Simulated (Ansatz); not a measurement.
This was printed by a script on Ansatz 0.2.0 through its Python package, for an SCF with some post-processing of Mg2H2O3, space group P-3m1. What did the script look like? Use: PBEsol, PAW, cutoff 517 eV, 6×6×2 k-points, fixed occupations.

```
Mg H O
1.0
     3.08500    0.00000    0.00000
    -1.54250    2.67169    0.00000
     0.00000    0.00000    7.71000
Mg H O
2 2 3
Cartesian
  1.5425 0.8906 6.4756
  0.0000 1.7811 1.2344
  0.0000 1.7811 4.3685
  1.5425 0.8906 3.3415
  0.0000 1.7811 5.3577
  1.5425 0.8906 2.3523
  0.0000 0.0000 0.0000
```

Running `python run_survey.py` prints:
```text
events: {'scf_iter': 7, 'scf_done': 1, 'notice': 2, 'finished': 1}
run: free energy      -5544.43051 eV
run: per atom         -792.06150 eV
run: SCF iterations   7  (converged: True)
run: densities in e/A^3, potentials in eV, ELF without unit
run: elf.npy          (24, 24, 60)     min     0.0047  mean     0.2975  max     0.9804
run: rho.npy          (24, 24, 60)     min     0.0099  mean     0.6295  max    30.8279
run: v_es.npy         (24, 24, 60)     min   -93.3050  mean     2.0208  max    10.8196
run: v_tot.npy        (24, 24, 60)     min  -111.7245  mean    -7.7309  max     6.3247
run: from Mg to O, 2.103 A
run:   0.000 A    31.3857 e/A^3
run:   0.263 A    18.9184 e/A^3
run:   0.526 A     3.5359 e/A^3
run:   0.789 A     0.3190 e/A^3
run:   1.051 A     0.3308 e/A^3
run:   1.314 A     0.8739 e/A^3
run:   1.577 A     2.8483 e/A^3
run:   1.840 A     6.4511 e/A^3
run:   2.103 A     7.6175 e/A^3
run: site 0 Mg 2S  filled   1.997  at E_F   0.000 /eV
run: site 0 Mg 3S  filled   0.463  at E_F   0.000 /eV
run: site 0 Mg 2P  filled   6.000  at E_F   0.000 /eV
run: site 1 Mg 2S  filled   1.997  at E_F   0.000 /eV
run: site 1 Mg 3S  filled   0.463  at E_F   0.000 /eV
run: site 1 Mg 2P  filled   6.000  at E_F   0.000 /eV
run: site 2 H  1S  filled   0.644  at E_F   0.000 /eV
run: site 3 H  1S  filled   0.644  at E_F   0.000 /eV
run: site 4 O  2S  filled   1.725  at E_F   0.000 /eV
run: site 4 O  2P  filled   5.308  at E_F   0.029 /eV
run: site 5 O  2S  filled   1.725  at E_F   0.000 /eV
run: site 5 O  2P  filled   5.308  at E_F   0.029 /eV
run: site 6 O  2S  filled   1.858  at E_F   0.000 /eV
run: site 6 O  2P  filled   5.504  at E_F   0.088 /eV
top of band 20 at k = [0.0, 0.0, 0.0] 4.1475 eV
bottom of band 21 at k = [0.0, 0.0, 0.0] 7.7117 eV
run: gap by band count 3.564 eV, least direct gap 3.564 eV
# site	symbol	l	j	q
# orbitals = lowdin
# n_electrons = 40.000000
# spilling = 0.009164
0	Mg	0_2S	-	1.996828
0	Mg	0_3S	-	0.462632
0	Mg	1_2P	-	5.999783
1	Mg	0_2S	-	1.996828
1	Mg	0_3S	-	0.462632
1	Mg	1_2P	-	5.999783
2	H	0_1S	-	0.643604
3	H	0_1S	-	0.643604
4	O	0_2S	-	1.724826
4	O	1_2P	-	5.308030
5	O	0_2S	-	1.724826
5	O	1_2P	-	5.308030
6	O	0_2S	-	1.857691
6	O	1_2P	-	5.504362
```

One script that gives this output:

Script `run_survey.py`:
```python
# -*- coding: utf-8 -*-
"""Bonding analysis of Mg2H2O3."""

from collections import Counter
from pathlib import Path
import json
import logging
import sys

import ansatz
import numpy as np
from pymatgen.core import Structure
from scipy.ndimage import map_coordinates

logging.basicConfig(stream=sys.stdout, format="%(name)s: %(message)s")
logger = logging.getLogger("run")
logger.setLevel(logging.INFO)


def main():
    crystal = (
        ansatz.Lattice.from_parameters(3.085, 3.085, 7.71, alpha=90.0, beta=90.0, gamma=120.0)
        .atom("Mg", [2 / 3, 1 / 3, 0.8399])
        .atom("Mg", [1 / 3, 2 / 3, 0.1601])
        .atom("H", [1 / 3, 2 / 3, 0.5666])
        .atom("H", [2 / 3, 1 / 3, 0.4334])
        .atom("O", [1 / 3, 2 / 3, 0.6949])
        .atom("O", [2 / 3, 1 / 3, 0.3051])
        .atom("O", [0.0, 0.0, 0.0])
    )

    job = (
        crystal.calculation()
        .functional("PBEsol")
        .basis(19 * ansatz.Ha)
        .kpoints(6, 6, 2)
        .occupations("Fixed")
        .compute(density=True, potential=True, electron_localization_function=True, output_files={"volumetric_format": "npy"}, density_of_states={"energy_step": 0.05, "projected": True}, band_table=True, populations=True)
    )
    outcome = job.run(events_out="events.ndjson")
    rep = outcome.report
    with open("events.ndjson") as stream:
        kinds = Counter(json.loads(line)["event"] for line in stream)
    print("events:", {kind: kinds[kind] for kind in ("scf_iter", "scf_done", "notice", "finished")})

    logger.info(f"free energy      {rep['free_energy_ev']:.5f} eV")
    logger.info(f"per atom         {rep['free_energy_ev'] / len(outcome.lattice.sites):.5f} eV")
    logger.info(f"SCF iterations   {rep['n_iterations']}  (converged: {rep['converged']})")

    folder = Path(outcome.write_results("fields"))
    logger.info("densities in e/A^3, potentials in eV, ELF without unit")
    for name in sorted(p.name for p in folder.glob("*.npy")):
        field = np.load(folder / name)
        logger.info(f"{name:16s} {str(field.shape):16s} min {field.min():10.4f}  mean {field.mean():10.4f}  max {field.max():10.4f}")

    final = Structure(outcome.lattice.cell_ang, [s.symbol for s in outcome.lattice.sites], [s.position_frac for s in outcome.lattice.sites])
    # smooth valence density along the shortest bond of atom 0
    rho = outcome.density()
    total = sum(channel.density_e_per_ang3 for channel in rho.channels[:2])
    grid_cell = np.asarray(rho.fft_grid_basis) @ outcome.lattice.cell_ang
    partner = min(final.get_neighbors(final[0], 5.0), key=lambda n: n.nn_distance)
    line = np.linspace(final[0].coords, partner.coords, 9)
    points = (line @ np.linalg.inv(grid_cell)) * rho.dims
    values = map_coordinates(total, points.T, order=3, mode="grid-wrap")
    logger.info(f"from {final[0].specie} to {partner.specie}, {partner.nn_distance:.3f} A")
    for t, value in zip(np.linspace(0, partner.nn_distance, 9), values):
        logger.info(f"{t:7.3f} A  {value:9.4f} e/A^3")

    dos = outcome.density_of_states()
    energy = np.asarray(dos.energies_ev) - dos.fermi_ev
    projected = outcome.projected_density_of_states()
    # electrons in each projected shell, from the curves below the Fermi level
    step = energy[1] - energy[0]
    for index, site in enumerate(projected.sites):
        for shell in site.shells:
            curve = sum(np.sum(part.g_bin_mean_per_ev, axis=0) for part in shell.curves)
            logger.info(f"site {index} {site.species:2s} {shell.label:3s} filled {curve[energy <= 0].sum() * step:7.3f}  at E_F {np.interp(0, energy, curve):7.3f} /eV")

    # band edges over the mesh points; the true edges can lie between them
    levels = np.array(rep["eigenvalues_ev"])
    filled = round(rep["n_electrons"] / 2)
    top, bottom = levels[:, filled - 1], levels[:, filled]
    print("top of band", filled, "at k =", rep["kpoints_frac"][top.argmax()], f"{top.max():.4f} eV")
    print("bottom of band", filled + 1, "at k =", rep["kpoints_frac"][bottom.argmin()], f"{bottom.min():.4f} eV")
    logger.info(f"gap by band count {bottom.min() - top.max():.3f} eV, least direct gap {(bottom - top).min():.3f} eV")

    files = Path(outcome.write_results("tables"))
    print((files / "populations.tsv").read_text())


if __name__ == "__main__":
    main()
```

Absolute energies stand on the zero of these potentials, so only differences at equal settings mean something. Semilocal gaps usually lie well under measured ones. The Fermi level of a run with fixed occupations marks the highest occupied state on its mesh, not mid-gap. Projections exist only for the shells that the potentials hold, some of them semicore, and samples at single energies can miss narrow peaks. The crystal has a gap of about 3.56 eV on the mesh; bins of finite width blur the band edges. Grid values close to the nuclei reflect the PAW or pseudopotential construction, not the all-electron fields. The starting cell is as deposited in a crystallographic database; the results hold for this polymorph, which needn't be the stable one. Gaps and levels are Kohn-Sham values on a finite set of k-points. The density of states is complete only as far up as bands were computed. Timing: 1.4 s on 1 thread of AMD EPYC 9R45 96-Core Processor (Zen 5), with other jobs on the host, peak memory 0.44 GiB.

(A comment or docstring line of the script was reworded after the run, the code is as it ran; lines on the test bed's own set-up are left out of the output.)
